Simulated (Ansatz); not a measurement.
# GaNH2 (singlet): the correlation ladder, cc-pVDZ

Aim: climb from Hartree-Fock through coupled cluster and multireference methods for GaNH2 (singlet) at one geometry and basis, and see what each rung misses.

The runs use Ansatz 0.2.0, Gaussian basis; cc-pVDZ, core rule «outside noble gas», up to 15 orbitals frozen.

Plan: UHF; CCSD(T) on RHF; CCSD(T) on UHF; BCCD(T) on RHF; CISD; CCSDT(Q) on RHF; CCSDT(Q) on UHF; CCSDTQ on RHF; CASSCF and MRCISD+Q, 10 electrons in 10 orbitals; CASSCF and NEVPT2, 10 electrons in 10 orbitals.

9 further runs of the same task are left out: 5 for a known fault of the program, 4 set aside as unsound or not needed.

### 1 The geometry

The geometry is a PBE0/def2-TZVP stationary point (not a proven minimum). No spin-orbit coupling is included. The filled d shell of Ga may be among the frozen orbitals whatever the setting's name suggests; the logs give the count.

4 atoms, charge 0, spin multiplicity 1.

Atoms are counted from 1 here; the program's logs count them from 0.

Bond lengths: N1–Ga2 1.692 Å, N1–H3 1.013 Å, Ga2–H4 1.530 Å. Angles: Ga2–N1–H3 122.2°, N1–Ga2–H4 164.2°.

### 2 UHF

Contents of in.yaml:

```yaml
crystal:
  periodic: [false, false, false]
  atoms:
    - {symbol: N, position_ang: [0.000000, -0.153152, 1.398194]}
    - {symbol: Ga, position_ang: [0.000000, 0.024866, -0.284267]}
    - {symbol: H, position_ang: [0.000000, 0.642469, 2.025804]}
    - {symbol: H, position_ang: [0.000000, -0.234291, -1.791777]}
basis:
  gaussian: {orbitals: cc-pVDZ}
magnetization: {spin_polarized: true, initial_magnetization: 0}
hamiltonian: {xc: hf}
output: {orbitals: {seedname: orbitals}}
```

Started as:

```bash
$ ansatz run in.yaml --threads 1 --pin off --events-out ev --progress --plain --max-ram 4096MiB --backend cpu
```

Further steps of the session: CCSD(T) on RHF; CCSD(T) on UHF; BCCD(T) on RHF; CISD; CCSDT(Q) on RHF; CCSDT(Q) on UHF; CCSDTQ on RHF; CASSCF and MRCISD+Q, 10 electrons in 10 orbitals; CASSCF and NEVPT2, 10 electrons in 10 orbitals.

Before running them: what should the planned runs give, taken together? Wanted: RCCSDTQ below the RHF energy; RMP2 from RCCSDTQ; RCCSD from RCCSDTQ; RCCSD(T) from RCCSDTQ; RCCSDT(Q) from RCCSDTQ; NEVPT2 valence from RCCSDTQ; MRCISD+Q valence from RCCSDTQ; T1 diagnostic; effectively unpaired electrons.

**Answer**, as computed:

| quantity | value |
| --- | --- |
| RCCSDTQ below the RHF energy | -7.4880 eV |
| RMP2 from RCCSDTQ | +64.1 kJ/mol |
| RCCSD from RCCSDTQ | +37.0 kJ/mol |
| RCCSD(T) from RCCSDTQ | +5.0 kJ/mol |
| RCCSDT(Q) from RCCSDTQ | -1.2 kJ/mol |
| NEVPT2 valence from RCCSDTQ | +81.1 kJ/mol |
| MRCISD+Q valence from RCCSDTQ | +5.3 kJ/mol |
| levels within 1 kcal/mol (43 meV) | RCCSDT, RCCSDT(Q) |
| T1 diagnostic | 0.032 |
| effectively unpaired electrons | 0.07 |

What this shows: RCCSD(T) lands +5.0 kJ/mol from the yardstick (0.7 % of the correlation energy). One determinant dominates. Of the multireference levels listed MRCISD+Q valence comes nearest in total energy (+5.3 kJ/mol), which doesn't show that its space is the better one. These misses are within one basis, not against nature.
